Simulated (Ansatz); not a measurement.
Relaxation of a periodic cell of 17 atoms, Nb₁₆H (host Nb, host structure bcc, interstitial H), to a largest force component of 0.03 eV/Å in at most 60 steps.

The calculation used Ansatz 0.2.0, DFT PBE, scalar-relativistic, plane waves, PAW. Settings: cutoff 420 eV, k mesh 3x3x3, fermi-dirac smearing 0.05 eV, no spin polarisation.

```xyz
17
Lattice="6.6000 0.0000 0.0000 0.0000 6.6000 0.0000 0.0000 0.0000 6.6000" Properties=species:S:1:pos:R:3
Nb 0.000 0.000 0.000
Nb 3.300 0.000 0.000
Nb 0.000 3.300 0.000
Nb 0.000 0.000 3.300
Nb 1.650 1.650 1.650
Nb 3.300 3.300 0.000
Nb 3.300 0.000 3.300
Nb 4.950 1.650 1.650
Nb 0.000 3.300 3.300
Nb 1.650 4.950 1.650
Nb 1.650 1.650 4.950
Nb 3.300 3.300 3.300
Nb 4.950 4.950 1.650
Nb 4.950 1.650 4.950
Nb 1.650 4.950 4.950
Nb 4.950 4.950 4.950
H 0.839 0.094 1.698
```

Q: Where does it end, and by what steps?

A: It converged. The force dipped under the threshold on the way, but the program's further checks kept it going. Limits of this set-up: coarse k mesh, odd electron count without spin. After 4 steps the energy has fallen by 0.180 eV; H17 moved furthest, 0.10 Å.

| step | energy less start (eV) | largest force component (eV/Å) | accepted |
| --- | --- | --- | --- |
| 0 | 0.0000 | 1.574 | yes |
| 1 | 0.0881 | 1.134 | no |
| 2 | -0.1656 | 0.351 | yes |
| 3 | -0.1800 | 0.008 | yes |
| 4 | -0.1800 | 0.008 | yes |

```xyz
17
Lattice="6.6000 0.0000 0.0000 0.0000 6.6000 0.0000 0.0000 0.0000 6.6000" Properties=species:S:1:pos:R:3
Nb -0.036 0.006 -0.040
Nb 3.300 0.005 -0.004
Nb 0.012 3.305 0.003
Nb -0.036 0.006 3.346
Nb 1.688 1.699 1.653
Nb 3.316 3.306 0.003
Nb 3.301 0.005 3.309
Nb 4.950 1.662 1.653
Nb 0.011 3.305 3.302
Nb 1.687 4.912 1.653
Nb 1.640 1.655 4.953
Nb 3.316 3.306 3.302
Nb 4.951 4.949 1.653
Nb 4.935 1.654 4.953
Nb 1.639 4.956 4.953
Nb 4.936 4.957 4.953
H 0.827 0.007 1.653
```

Whether the end is a true minimum wasn't checked by a vibrational analysis.

Run time: 33 s on 4 threads of Intel(R) Xeon(R) Platinum 8488C (Sapphire Rapids) (shared host), peak memory 1.2 GiB.
